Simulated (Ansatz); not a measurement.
# VRu: energy against volume

The task, for VRu: follow energy and moments against volume.

Computed with Ansatz 0.2.0 (DFT PBEsol, scalar-relativistic, plane waves, PAW, unless a step's input says otherwise).

### 1 Starting point

The structure is cubic, space group Pm-3m (No. 221). Conventional cell: a = 3.000 Å, b = 3.000 Å, c = 3.000 Å, α = 90.00°, β = 90.00°, γ = 90.00°. V (site symmetry m-3m) is surrounded by 8 Ru at 2.60 Å. Around Ru (site symmetry m-3m) lie 8 V at 2.60 Å.

As a file:

```
CELL_PARAMETERS angstrom
3.00000 0.00000 0.00000
0.00000 3.00000 0.00000
0.00000 0.00000 3.00000
ATOMIC_POSITIONS crystal
V 0.50000 0.50000 0.50000
Ru 0.00000 0.00000 0.00000
```

The structure comes from the Crystallography Open Database; it is used as listed.

### 2 The base run, which the others are set against

Contents of input.yaml:

```yaml
crystal:
  lattice:
    - [3.0, 0.0, 0.0]
    - [0.0, 3.0, 0.0]
    - [0.0, 0.0, 3.0]
  atoms:
    - { symbol: V, position: [0.5, 0.5, 0.5], spin: 0.21 }
    - { symbol: Ru, position: [0.0, 0.0, 0.0] }
basis:
  ecutwfc: 420
kpoints:
  mp_grid: { grid: [14, 14, 14] }
hamiltonian:
  xc: pbesol
scf:
  occupations: { method: gaussian, width: 0.1 }
output:
  forces: true
  stress: true
  eigenvalues: true
  populations: true
magnetization:
  spin_polarized: true
```

It was run beforehand and gave: -4351.1039 eV/atom at zero smearing, pressure -7.14 GPa, largest force 0.000 eV/Å, no gap on the mesh, site moments V +0.45 μB, in 18 SCF cycles and 19 s.

### 3 V/V0 = 0.8, start: ferromagnetic

Contents of input.yaml:

```yaml
crystal:
  lattice:
    - [2.7849533002, 0.0, 0.0]
    - [0.0, 2.7849533002, 0.0]
    - [0.0, 0.0, 2.7849533002]
  atoms:
    - { symbol: V, position: [0.5, 0.5, 0.5], spin: 2.0 }
    - { symbol: Ru, position: [0.0, 0.0, 0.0] }
basis:
  ecutwfc: 420
kpoints:
  mp_grid: { grid: [14, 14, 14] }
hamiltonian:
  xc: pbesol
scf:
  occupations: { method: gaussian, width: 0.1 }
  lower_state_search: "off"
output:
  forces: true
  stress: true
  eigenvalues: true
  populations: true
magnetization:
  spin_polarized: true
```

The run is started by

```bash
> ansatz run input.yaml --threads 1 --pin off --max-ram 2560MiB --backend cpu --events-out ev --progress --plain --runs-dir out
```

### 4 V/V0 = 0.86, start: ferromagnetic

input.yaml, as its differences from that of step 3:

```diff
@@ -2,5 +2,5 @@
   lattice:
-    - [2.7849533002, 0.0, 0.0]
-    - [0.0, 2.7849533002, 0.0]
-    - [0.0, 0.0, 2.7849533002]
+    - [2.8529056239, 0.0, 0.0]
+    - [0.0, 2.8529056239, 0.0]
+    - [0.0, 0.0, 2.8529056239]
   atoms:
```

### 5 V/V0 = 0.92, start: ferromagnetic

input.yaml, as its differences from that of step 4:

```diff
@@ -2,5 +2,5 @@
   lattice:
-    - [2.8529056239, 0.0, 0.0]
-    - [0.0, 2.8529056239, 0.0]
-    - [0.0, 0.0, 2.8529056239]
+    - [2.9177664787, 0.0, 0.0]
+    - [0.0, 2.9177664787, 0.0]
+    - [0.0, 0.0, 2.9177664787]
   atoms:
```

### 6 V/V0 = 0.96, start: ferromagnetic

input.yaml, as its differences from that of step 5:

```diff
@@ -2,5 +2,5 @@
   lattice:
-    - [2.9177664787, 0.0, 0.0]
-    - [0.0, 2.9177664787, 0.0]
-    - [0.0, 0.0, 2.9177664787]
+    - [2.9594544892, 0.0, 0.0]
+    - [0.0, 2.9594544892, 0.0]
+    - [0.0, 0.0, 2.9594544892]
   atoms:
```

### 7 V/V0 = 1.04, start: ferromagnetic

input.yaml, as its differences from that of step 6:

```diff
@@ -2,5 +2,5 @@
   lattice:
-    - [2.9594544892, 0.0, 0.0]
-    - [0.0, 2.9594544892, 0.0]
-    - [0.0, 0.0, 2.9594544892]
+    - [3.0394782115, 0.0, 0.0]
+    - [0.0, 3.0394782115, 0.0]
+    - [0.0, 0.0, 3.0394782115]
   atoms:
```

### 8 V/V0 = 1.1, start: ferromagnetic

input.yaml, as its differences from that of step 7:

```diff
@@ -2,5 +2,5 @@
   lattice:
-    - [3.0394782115, 0.0, 0.0]
-    - [0.0, 3.0394782115, 0.0]
-    - [0.0, 0.0, 3.0394782115]
+    - [3.0968403464, 0.0, 0.0]
+    - [0.0, 3.0968403464, 0.0]
+    - [0.0, 0.0, 3.0968403464]
   atoms:
```

### 9 V/V0 = 1.18, start: ferromagnetic

input.yaml, as its differences from that of step 8:

```diff
@@ -2,5 +2,5 @@
   lattice:
-    - [3.0968403464, 0.0, 0.0]
-    - [0.0, 3.0968403464, 0.0]
-    - [0.0, 0.0, 3.0968403464]
+    - [3.1701654158, 0.0, 0.0]
+    - [0.0, 3.1701654158, 0.0]
+    - [0.0, 0.0, 3.1701654158]
   atoms:
```

(Steps that only read results are left out.)

**Question.** What does this series show? Wanted: lowest point, start “ferromagnetic”.

The runs gave:

```
                           quantity        value
lowest point, start “ferromagnetic”  V/V0 = 0.96
```

**Reading.** For the start “ferromagnetic” the lowest point lies at V/V0 = 0.96. The pressure passes through zero near V/V0 = 0.973, about 13.13 Å³/atom. The moments vanish at V/V0 = 0.92 and below and stand from 0.96 up, reaching 0.88 μB: expansion narrows the bands and favours magnetism.
